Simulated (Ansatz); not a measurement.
# Alloy of SrO and BaO (4 of 32 Sr sites exchanged), 64 atoms

Wanted: the relaxed alloy cell and its gap (PBEsol and HSE06).

All numbers are computed with Ansatz 0.2.0 (PAW, plane waves).

## Step 1: The starting cell

64 atoms (32 O, 4 Ba, 28 Sr); a = 10.334 Å, b = 10.334 Å, c = 10.334 Å, α = 90.00°, β = 90.00°, γ = 90.00°. All atoms were shaken off their sites by about 0.02 Å along each axis.

Plan of the steps: (2) PBEsol cell relaxation at the single k point (½, ½, ½), on 7 threads of Arm Neoverse-V2; (3) HSE06 single point at the Γ point alone, on 7 threads of Arm Neoverse-V2.

## Step 2: Relaxing cell and atoms with PBEsol

in.yaml

```yaml
crystal:
  lattice:
    - [10.333725, 0.000000, 0.000000]
    - [0.000000, 10.333725, 0.000000]
    - [0.000000, 0.000000, 10.333725]
  atoms:
    - { symbol: O, position: [0.249013, 0.998404, 0.999520] }
    - { symbol: O, position: [0.248635, 0.999350, 0.496862] }
    - { symbol: O, position: [0.249616, 0.499763, 0.003549] }
    - { symbol: O, position: [0.248664, 0.499100, 0.497861] }
    - { symbol: O, position: [0.751284, 0.999314, 0.996518] }
    - { symbol: O, position: [0.752720, 0.001360, 0.501480] }
    - { symbol: O, position: [0.753580, 0.502739, 0.997403] }
    - { symbol: O, position: [0.750380, 0.499824, 0.503092] }
    - { symbol: O, position: [0.997514, 0.252615, 0.998865] }
    - { symbol: O, position: [0.001744, 0.247691, 0.498995] }
    - { symbol: O, position: [0.995007, 0.750553, 0.996217] }
    - { symbol: O, position: [0.001148, 0.750554, 0.500096] }
    - { symbol: O, position: [0.495105, 0.248346, 0.002476] }
    - { symbol: O, position: [0.499918, 0.251112, 0.502211] }
    - { symbol: O, position: [0.495786, 0.746048, 0.998844] }
    - { symbol: O, position: [0.500296, 0.746936, 0.501521] }
    - { symbol: O, position: [0.999385, 0.000775, 0.251577] }
    - { symbol: O, position: [0.000504, 0.998388, 0.752410] }
    - { symbol: O, position: [0.999052, 0.501437, 0.247131] }
    - { symbol: O, position: [0.002003, 0.500554, 0.748333] }
    - { symbol: O, position: [0.498567, 0.001235, 0.251203] }
    - { symbol: O, position: [0.499548, 0.999911, 0.754457] }
    - { symbol: O, position: [0.498659, 0.498253, 0.250929] }
    - { symbol: O, position: [0.502297, 0.499148, 0.750740] }
    - { symbol: O, position: [0.252671, 0.250748, 0.251371] }
    - { symbol: O, position: [0.253128, 0.246821, 0.751746] }
    - { symbol: O, position: [0.248704, 0.749906, 0.249031] }
    - { symbol: O, position: [0.248251, 0.749271, 0.747651] }
    - { symbol: O, position: [0.751357, 0.250663, 0.253047] }
    - { symbol: O, position: [0.748420, 0.249885, 0.751567] }
    - { symbol: O, position: [0.753198, 0.749204, 0.249664] }
    - { symbol: O, position: [0.751690, 0.748809, 0.749020] }
    - { symbol: Ba, position: [0.001055, 0.001058, 0.000934] }
    - { symbol: Ba, position: [0.750488, 0.248275, 0.499868] }
    - { symbol: Ba, position: [0.753698, 0.998780, 0.249422] }
    - { symbol: Ba, position: [0.751234, 0.501194, 0.250053] }
    - { symbol: Sr, position: [0.001458, 0.998611, 0.499146] }
    - { symbol: Sr, position: [0.002119, 0.499541, 0.997022] }
    - { symbol: Sr, position: [0.997810, 0.499800, 0.499682] }
    - { symbol: Sr, position: [0.496229, 0.998390, 0.001994] }
    - { symbol: Sr, position: [0.501896, 0.003330, 0.501075] }
    - { symbol: Sr, position: [0.501350, 0.497485, 0.998763] }
    - { symbol: Sr, position: [0.500193, 0.498471, 0.501683] }
    - { symbol: Sr, position: [0.251214, 0.251958, 0.001129] }
    - { symbol: Sr, position: [0.248714, 0.251484, 0.500928] }
    - { symbol: Sr, position: [0.251287, 0.748282, 0.999296] }
    - { symbol: Sr, position: [0.245934, 0.748780, 0.499753] }
    - { symbol: Sr, position: [0.747594, 0.250869, 0.999222] }
    - { symbol: Sr, position: [0.754192, 0.750618, 0.000031] }
    - { symbol: Sr, position: [0.750985, 0.751080, 0.500934] }
    - { symbol: Sr, position: [0.247257, 0.999462, 0.249159] }
    - { symbol: Sr, position: [0.250433, 0.999683, 0.751089] }
    - { symbol: Sr, position: [0.250262, 0.496800, 0.250293] }
    - { symbol: Sr, position: [0.249886, 0.501713, 0.751521] }
    - { symbol: Sr, position: [0.755165, 0.001926, 0.750000] }
    - { symbol: Sr, position: [0.752591, 0.497397, 0.751029] }
    - { symbol: Sr, position: [0.000585, 0.252617, 0.249311] }
    - { symbol: Sr, position: [0.999738, 0.250685, 0.750465] }
    - { symbol: Sr, position: [0.001166, 0.747387, 0.248454] }
    - { symbol: Sr, position: [0.000584, 0.750314, 0.751081] }
    - { symbol: Sr, position: [0.502010, 0.248749, 0.250319] }
    - { symbol: Sr, position: [0.503406, 0.250190, 0.750508] }
    - { symbol: Sr, position: [0.500311, 0.750115, 0.252383] }
    - { symbol: Sr, position: [0.498404, 0.754532, 0.751665] }
kpoints:
  mp_grid: { grid: [1, 1, 1], shift: [0.5, 0.5, 0.5] }
hamiltonian:
  xc: pbesol
scf:
  occupations: { method: fermi_dirac, width: 0.01 }
relax:
  f_tol: 0.03
  max_steps: 80
  escape_saddle: false
  adjacent_minimum: "off"
  cell: { fix: [shape] }
output:
  forces: true
  eigenvalues: true
  populations: true
```

Launch:

```
ansatz run in.yaml --threads 7 --pin off --max-ram 26600MiB --runs-dir r --events-out ev --progress --plain
```

The runs that follow: HSE06 single point.

**Question.** What will these runs give? Wanted: for each run, top filled to lowest empty.

The runs gave:

| level | time | k points | top filled to lowest empty (eV) |
| --- | --- | --- | --- |
| PBEsol, relaxation | 38 s (7 CPU threads) | (½, ½, ½) | 4.78 |
| HSE06 | 7.1 min (7 CPU threads) | Γ | 3.92 |

```
     quantity                                                                         value
   relaxation                                              5 recorded steps, 0.79 eV gained
largest shift                                                 0.13 Å (O29 and others alike)
 relaxed cell  a = 10.304 Å, b = 10.304 Å, c = 10.304 Å, α = 90.00°, β = 90.00°, γ = 90.00°
   mean bonds                                                      Ba–O 2.645, O–Sr 2.567 Å
```

The relaxation lowers the energy by 0.79 eV; the largest shift is 0.13 Å (O29 and others alike), while the volume changes by -0.9 %. The mean lengths of the listed bonds run from O–Sr 2.57 Å to Ba–O 2.65 Å. Rows on different k points differ by sampling as well as by level. With one k point the spacing samples only the states that fold onto it, so it can exceed the gap over the zone.
